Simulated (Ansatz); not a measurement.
Predict the output of the script below (the Ansatz DFT code, driven from Python).

Script `torsion_fge2h7si.py`:
```python
"""Rigid torsion scan of FGe2H7Si."""

import logging
import sys

import ansatz
from ase import Atoms

logging.basicConfig(stream=sys.stdout, format="%(levelname)s %(message)s")
logger = logging.getLogger("ansatz_job")
logger.setLevel(logging.INFO)


def main() -> None:
    atoms = Atoms(["F", "Si", "Ge", "Ge", "H", "H", "H", "H", "H", "H", "H"], positions=[
        (-2.2141, -1.5138, -0.0559),
        (-1.749, -0.1572, 0.831),
        (-0.0637, 0.9552, -0.2958),
        (1.7982, -0.5219, -0.5724),
        (-1.2558, -0.5797, 2.1501),
        (-2.9017, 0.74, 0.9989),
        (0.3757, 2.1956, 0.523),
        (-0.5799, 1.4035, -1.6868),
        (1.3501, -1.7641, -1.3839),
        (2.3069, -0.9713, 0.8211),
        (2.9334, 0.2136, -1.3293),
    ])

    # relax first, so that the scan starts from a minimum
    first = (
        ansatz.Crystal.molecule_from_ase(atoms).calculation()
        .basis(gaussian="def2-SVP")
        .functional("r2scan")
        .relax(force_tolerance=0.02, max_steps=80)
    )
    atoms.positions = first.run(threads=1, pin="off").report["positions_ang"]

    start = atoms.get_dihedral(3, 2, 1, 0)
    energies = {}
    for turn in range(0, 360, 30):
        turned = atoms.copy()
        turned.set_dihedral(3, 2, 1, 0, start + turn, indices=[0, 1, 4, 5])
        job = (
            ansatz.Crystal.molecule_from_ase(turned).calculation()
            .basis(gaussian="def2-SVP")
            .functional("r2scan")
        )
        energies[round((start + turn) % 360)] = job.run(threads=1, pin="off").report["free_energy_ev"]
    floor = min(energies.values())
    logger.info("dihedral Ge3-Ge2-Si1-F0 (deg)   E - E(min) (kcal/mol)")
    for angle, e in sorted(energies.items()):
        logger.info(f"{angle:8d} {23.060548 * (e - floor):14.3f}  " + "#" * int(30 * (e - floor) / max(max(energies.values()) - floor, 1e-9)))


if __name__ == "__main__":
    main()
```

```console
$ python torsion_fge2h7si.py
INFO dihedral Ge3-Ge2-Si1-F0 (deg)   E - E(min) (kcal/mol)
INFO       12          0.117  #
INFO       42          0.435  #######
INFO       72          0.954  ###############
INFO      102          1.650  ##########################
INFO      132          1.852  ##############################
INFO      162          1.307  #####################
INFO      192          1.142  ##################
INFO      222          1.653  ##########################
INFO      252          1.708  ###########################
INFO      282          1.020  ################
INFO      312          0.314  #####
INFO      342          0.000
```

The scan is rigid and the energies are electronic, in a modest basis. With rigid groups the curve can differ much from the relaxed path, the start wasn't checked as a minimum of this torsion, and equivalent turns needn't return to the same energy. Finished in 6.4 min on 1 thread of Arm Neoverse V1, with other jobs on the host, peak memory 0.3 GiB.
